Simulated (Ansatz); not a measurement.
# GdB: the cost of one run

Method: DFT PBE, scalar-relativistic, plane waves, PAW, in Ansatz 0.2.0.

## Step 1: The starting structure

It takes space group Pm-3m (No. 221, cubic). Conventional cell: a = 3.303 Å, b = 3.303 Å, c = 3.303 Å, α = 90.00°, β = 90.00°, γ = 90.00°. Gd (site symmetry m-3m) is surrounded by 8 B at 2.86 Å. B (site symmetry m-3m) is surrounded by 8 Gd at 2.86 Å.

As a file:

```xyz
2
Lattice="3.3027 0.0000 0.0000 0.0000 3.3027 0.0000 0.0000 0.0000 3.3027" Properties=species:S:1:pos:R:3 pbc="T T T"
Gd    1.6513    1.6513    1.6513
B     0.0000    0.0000    0.0000
```

The cell is invented: species swapped into a database cell of ScAg (Pm-3m, No. 221), with Gd on the Sc sites and B on the Ag sites. Its size is a rough estimate.

## Step 2: The guess as it stands, on a coarse mesh

input.yaml reads:

```yaml
crystal:
  lattice:
    - [3.30266093, 0.0, 0.0]
    - [0.0, 3.30266093, 0.0]
    - [0.0, 0.0, 3.30266093]
  atoms:
    - { symbol: Gd, position: [0.5, 0.5, 0.5], spin: 7.0 }
    - { symbol: B, position: [0.0, 0.0, 0.0] }
basis:
  ecutwfc: 420
kpoints:
  mp_grid: { grid: [6, 6, 6] }
hamiltonian:
  xc: pbe
scf:
  occupations: { method: gaussian, width: 0.1 }
  lower_state_search: "off"
output:
  forces: true
  stress: true
  eigenvalues: true
  populations: true
magnetization:
  spin_polarized: true
```

The run is started by

```console
$ ansatz run input.yaml --threads 1 --pin off --max-ram 2048MiB --backend cpu --events-out ev --progress --plain --runs-dir out
```

**Question.** How long does this run take on 1 thread of Intel Xeon 6975P-C (Granite Rapids), shared host, and how much memory does it need?

About 1.7 s, with a peak of 0.34 GiB.
